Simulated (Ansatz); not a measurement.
Debugging a comparison of norm-conserving and PAW potentials of GePbO3, space group Pm-3m (Ansatz 0.2.0, Python API).

Contents of `POSCAR`:
```text
GePbO3
1.0
   3.88843700    0.00000000    0.00000000
   0.00000000    3.88843700    0.00000000
   0.00000000    0.00000000    3.88843700
Ge Pb O
1 1 3
Direct
   0.50000000    0.50000000    0.50000000
   0.00000000    0.00000000    0.00000000
   0.00000000    0.50000000    0.50000000
   0.50000000    0.50000000    0.00000000
   0.50000000    0.00000000    0.50000000
```

Run as a notebook:

In [1]:
```python
from dataclasses import dataclass

import ansatz as az
from ase.io import read
import numpy as np


@dataclass
class Options:
    smearing: str = "fixed"
    mesh: tuple[int, ...] = (6, 6, 6)
    xc: str = "pbesol"
    extra_bands: int = 4
    mixing_beta: float = 0.4
```

In [2]:
```python
opts = Options()
```

In [3]:
```python
def count_gap(report):
    # lowest empty less highest filled band, counting bands; zero where they overlap
    return max(report.get("gap_by_band_count_ev") or 0.0, 0.0)

atoms = read("POSCAR", format="vasp")
gepbo3 = az.Crystal.from_ase(atoms)
```

In [4]:
```python
calc = (
    gepbo3.calculation()
    .occupations(opts.smearing)
    .kpoints(*opts.mesh)
    .functional(opts.xc)
    .scf(extra_bands=opts.extra_bands, lower_state_search="off", algorithm="direct_min")
    .eigensolver("davidson", full_accuracy=True)
    .mixing("broyden", ndim=6, beta=opts.mixing_beta)
    .stress()
    .forces()
    .band_table()
)
variants = {
    "PAW": calc.pseudopotentials("paw"),
    "norm-conserving": calc.pseudopotentials("nc"),
}
rows = []
for label, variant in variants.items():
    r = variant.run().report
    levels = np.array(r["eigenvalues_ev"][0]) - r["fermi_energy_ev"]
    print(label, "levels at the first k-point near E_F:", np.round(levels[np.abs(levels) < 5], 3))
    rows.append((label, r["n_electrons"], np.trace(r["stress_gpa"]) / 3, count_gap(r)))
for row in rows:
    print("; ".join(f"{name} = {round(v, 4) if isinstance(v, float) else v}" for name, v in zip(["treatment", "electrons in bands", "P GPa", "gap by band count eV"], row)))
```
```text
DeckWarning: basis.ecutwfc = 420 eV, auto-derived from the records' recommended cutoffs: set by Ge (normal level)
RunWarning: iter 1: σ=0 fill of 23 bands saw a band overlap (occupied 10.9465 eV > unoccupied 10.2142 eV) — on an unconverged iterate often a transient of an unconverged empty band; one that stands at the close is told there (band_overlap_at_count); if the run fails to converge, the spectrum is likely genuinely [...]
RunWarning: the bands overlap at the fill by count (23 filled at each k-point of a channel): the highest filled level, 10.791356 eV at k-index 3, stands 0.6830 eV over the lowest empty one, 10.108340 eV at k-index 0, so that a fill of the lowest levels lies lower and no gap is reported. A metal, or a carrier in a [...]
PAW levels at the first k-point near E_F: [-1.607 -1.607 -1.607 -1.422 -1.422 -1.422 -0.683]
DeckWarning: basis.ecutwfc = 1142.878222 eV, auto-derived from the records' recommended cutoffs: set by O (normal level)
norm-conserving levels at the first k-point near E_F: [-1.602 -1.602 -1.602 -1.406 -1.406 -1.406 -0.685]
treatment = PAW; electrons in bands = 46.0; P GPa = -6.2049; gap by band count eV = 0.0
treatment = norm-conserving; electrons in bands = 46.0; P GPa = -6.4586; gap by band count eV = 0.0
```

No error stopped it. What is wrong with the input all the same?

The fault: fixed occupations, though the bands overlap at this level of theory. Mended:

```diff
--- before
+++ after
@@
 class Options:
-    smearing: str = "fixed"
+    smearing: str = "fermi_dirac"
+    smearing_width: float = 0.1
     mesh: tuple[int, ...] = (6, 6, 6)
@@
     gepbo3.calculation()
-    .occupations(opts.smearing)
+    .occupations(opts.smearing, width=opts.smearing_width)
     .kpoints(*opts.mesh)
```

The cells in order, each with its output:

In [1]:
```python
from dataclasses import dataclass

import ansatz as az
from ase.io import read
import numpy as np


@dataclass
class Options:
    smearing: str = "fermi_dirac"
    smearing_width: float = 0.1
    mesh: tuple[int, ...] = (6, 6, 6)
    xc: str = "pbesol"
    extra_bands: int = 4
    mixing_beta: float = 0.4
```

In [2]:
```python
opts = Options()
```

In [3]:
```python
def count_gap(report):
    # lowest empty less highest filled band, counting bands; zero where they overlap
    return max(report.get("gap_by_band_count_ev") or 0.0, 0.0)

atoms = read("POSCAR", format="vasp")
gepbo3 = az.Crystal.from_ase(atoms)
```

In [4]:
```python
calc = (
    gepbo3.calculation()
    .occupations(opts.smearing, width=opts.smearing_width)
    .kpoints(*opts.mesh)
    .functional(opts.xc)
    .scf(extra_bands=opts.extra_bands, lower_state_search="off", algorithm="direct_min")
    .eigensolver("davidson", full_accuracy=True)
    .mixing("broyden", ndim=6, beta=opts.mixing_beta)
    .stress()
    .forces()
    .band_table()
)
variants = {
    "PAW": calc.pseudopotentials("paw"),
    "norm-conserving": calc.pseudopotentials("nc"),
}
rows = []
for label, variant in variants.items():
    r = variant.run().report
    levels = np.array(r["eigenvalues_ev"][0]) - r["fermi_energy_ev"]
    print(label, "levels at the first k-point near E_F:", np.round(levels[np.abs(levels) < 5], 3))
    rows.append((label, r["n_electrons"], np.trace(r["stress_gpa"]) / 3, count_gap(r)))
for row in rows:
    print("; ".join(f"{name} = {round(v, 4) if isinstance(v, float) else v}" for name, v in zip(["treatment", "electrons in bands", "P GPa", "gap by band count eV"], row)))
```
```text
DeckWarning: basis.ecutwfc = 420 eV, auto-derived from the records' recommended cutoffs: set by Ge (normal level)
PAW levels at the first k-point near E_F: [-1.838 -1.838 -1.838 -1.654 -1.654 -1.654 -0.9  ]
DeckWarning: basis.ecutwfc = 1142.878222 eV, auto-derived from the records' recommended cutoffs: set by O (normal level)
norm-conserving levels at the first k-point near E_F: [-1.834 -1.834 -1.834 -1.64  -1.64  -1.64  -0.904]
treatment = PAW; electrons in bands = 46.0; P GPa = -5.9706; gap by band count eV = 0.0
treatment = norm-conserving; electrons in bands = 46.0; P GPa = -6.2203; gap by band count eV = 0.0
```

Notes:
- The settings weren't tested for convergence.
- The computed bands are complete only to about 5.5 eV above the Fermi level.
- For a metal this k-point mesh is coarse: on a finer one energies can move by several to tens of meV an atom and pressures by half a GPa or more, differences at one mesh by less.
- A gap by band count of zero or less means overlapping bands, a metal.
- At these settings the cell as given stands under about -6 GPa, so it isn't at this functional's equilibrium volume.
- This cell is a computed structure, which may not be the phase found in nature.
- Gaps and levels are Kohn-Sham values on a finite set of k-points, without spin-orbit coupling.
- Warnings are shown shortened and without file and line.
- Stress is positive in compression.
- Wall time of the script: 46 s on 1 thread of Arm Neoverse V1 (shared host), peak memory 0.68 GiB.

(Lines on the test bed's own set-up are left out of the output.)
